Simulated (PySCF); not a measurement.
The system is SiOMgSH4, in a box.

```xyz
8
Lattice="12.0000 0.0000 0.0000 0.0000 16.0000 0.0000 0.0000 0.0000 13.0000" Properties=species:S:1:pos:R:3 pbc="T T T"
Si    6.1044   10.3752    6.3524
O     5.9926    8.8561    6.8453
Mg    5.9089    7.1116    7.4329
S     5.8368    5.0085    8.1560
H     5.8723   10.4818    4.9158
H     5.1354   11.2628    7.0456
H     7.4184   10.9620    6.7059
H     4.6456    4.7924    7.7008
```

The cell isn't the ideal one: atoms moved at random, drawn with an rms of 0.05 Å.

Program: PySCF 2.14.0. Alike in all runs: task atomic charges; potentials or basis pob-tzvp-rev2 (all-electron); no spin polarisation; cell atoms moved at random, drawn with an rms of 0.05 Å; k mesh 1 × 1 × 1; smearing fixed.

Order these runs on this cell by their band gap on the k mesh, lowest first.
A. level PBE
B. level SOGGA11; three-centre integrals read from an earlier run's file
C. level M06; three-centre integrals read from an earlier run's file; exxdiv ewald

A (5.36 eV), B (5.55 eV), C (7.72 eV).

Caveats: this is a molecule in a periodic box at the Γ point, so its band gap is the HOMO-LUMO gap; the basis of atomic orbitals isn't converged, which shifts pressures, moduli and gaps.

